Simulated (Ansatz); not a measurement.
# SiBrCl: up Jacob's ladder to CCSD(T)

How much do the methods differ for SiBrCl? The plan is to run it at one geometry with functionals of several rungs and with coupled cluster, and see how far each lands from CCSD(T) at the basis-set limit for the atomisation energy.

Method: functionals in def2-TZVPP, the program's frozen cores in correlated methods; program: Ansatz 0.2.0, Gaussian basis.

The runs, in order: LDA (SPW92), PBE-D4, revPBE-D4, BLYP-D4, r2SCAN-D4, B97M-V, PBE0-D4, B3LYP-D4, r2SCANh-D4, r2SCAN0-D4, HSE06-D4, BHLYP-D4, CAM-B3LYP-D4, LC-ωPBE, ωB97X-V, ωB97M-V, B2PLYP, PBE-QIDH; CCSD(T)/def2-SVP; CCSD(T)/def2-TZVPP; CCSD(T)/def2-QZVPP; extrapolation to the limit; RPA on PBE.

### 1 The geometry

An earlier PBE0-D4 in a triple-zeta def2 set relaxation fixed the geometry.

SMILES `Cl[Si]Br`, 3 atoms, charge 0, spin multiplicity 1.

Atoms are counted from 1 here; the program's logs count them from 0.

Bond lengths: Cl1–Si2 2.076 Å, Si2–Br3 2.251 Å. Angles: Cl1–Si2–Br3 101.6°.

Geometry (Å):

| atom | x (Å) | y (Å) | z (Å) |
| --- | --- | --- | --- |
| Cl1 | 0.7174 | 1.4211 | 0.5384 |
| Si2 | -0.7677 | 0.3021 | -0.3842 |
| Br3 | 0.0394 | -1.7879 | -0.1675 |

### 2 LDA

This LDA is Slater exchange with PW92 correlation.

File in.yaml:

```yaml
crystal:
  periodic: [false, false, false]
  atoms:
    - {symbol: Cl, position_ang: [0.717355, 1.421060, 0.538406]}
    - {symbol: Si, position_ang: [-0.767694, 0.302058, -0.384186]}
    - {symbol: Br, position_ang: [0.039439, -1.787918, -0.167520]}
basis:
  gaussian: {orbitals: def2-TZVPP}
hamiltonian: {xc: lda}
output: {orbitals: {seedname: orbitals}}
```

On the command line:

```console
$ ansatz run in.yaml --threads 4 --pin off --events-out ev --progress --plain --max-ram 10444MiB
```

Further steps of the session: PBE-D4 (GGA); revPBE-D4 (GGA); BLYP-D4 (GGA); r2SCAN-D4 (meta-GGA); B97M-V (meta-GGA); PBE0-D4 (hybrid); B3LYP-D4 (hybrid); r2SCANh-D4 (hybrid); r2SCAN0-D4 (hybrid); HSE06-D4 (hybrid); BHLYP-D4 (hybrid); CAM-B3LYP-D4 (range-separated); LC-ωPBE (range-separated); ωB97X-V (range-separated); ωB97M-V (range-separated); B2PLYP (double hybrid); PBE-QIDH (double hybrid); CCSD(T) in def2-SVP; CCSD(T) in def2-TZVPP; CCSD(T) in def2-QZVPP; RPA on PBE orbitals.

Q: Predict the results of all the runs planned. Wanted: atomisation energy, CCSD(T)/CBS; farthest beyond LDA; mean size of error, GGA; mean size of error, meta-GGA; mean size of error, hybrid; mean size of error, range-separated; mean size of error, double hybrid; gap, smallest and largest; T1 diagnostic.

As calculated:

```
                               quantity                                                                  value
        atomisation energy, CCSD(T)/CBS                                                           817.1 kJ/mol
  functionals within 8.2 kJ/mol (1.0 %)  revPBE-D4, r2SCAN-D4, PBE0-D4, r2SCANh-D4, HSE06-D4, ωB97X-V, ωB97M-V
                    farthest beyond LDA                                                BHLYP-D4 (-50.5 kJ/mol)
                mean size of error, GGA                                                            12.5 kJ/mol
           mean size of error, meta-GGA                                                             6.3 kJ/mol
             mean size of error, hybrid                                                            17.2 kJ/mol
    mean size of error, range-separated                                                            21.7 kJ/mol
      mean size of error, double hybrid                                                            20.2 kJ/mol
              gap, smallest and largest                               2.80 eV (LDA (SPW92)), 9.27 eV (LC-ωPBE)
                          T1 diagnostic                                                                 0.0112
triples share of the correlation energy                                                                  4.1 %
```

The LDA atomisation energy is off by 136.0 kJ/mol (17 %): it overbinds. PBE-D4 is off by +23.5 kJ/mol. Double hybrids carry the basis error of their MP2 part in triple zeta, and no dispersion term here, so their miss is partly the set-up's. By mean error the best rung here is meta-GGA (6.3 kJ/mol) and the worst beyond LDA is range-separated (21.7 kJ/mol). RPA and LDA stand outside this count. The reference freezes the cores and leaves out relativity and excitations past (T), and its outer-core shells are covered unevenly, so misses under about 8.2 kJ/mol can't be ranked. All levels share the lack of spin-orbit coupling, which lowers the free heavy atoms and so the true binding. Hartree-Fock recovers 68 % of the binding; the rest is correlation. CCSD(T) in def2-SVP is off by -104.8 kJ/mol, so the small basis spoils what the method gains. Orbital gaps span 2.8 to 9.3 eV; exact exchange widens them. The restricted reference is unstable towards a spin-broken one. Correlated methods include outer-core shells of Br, which these sets cover unevenly.
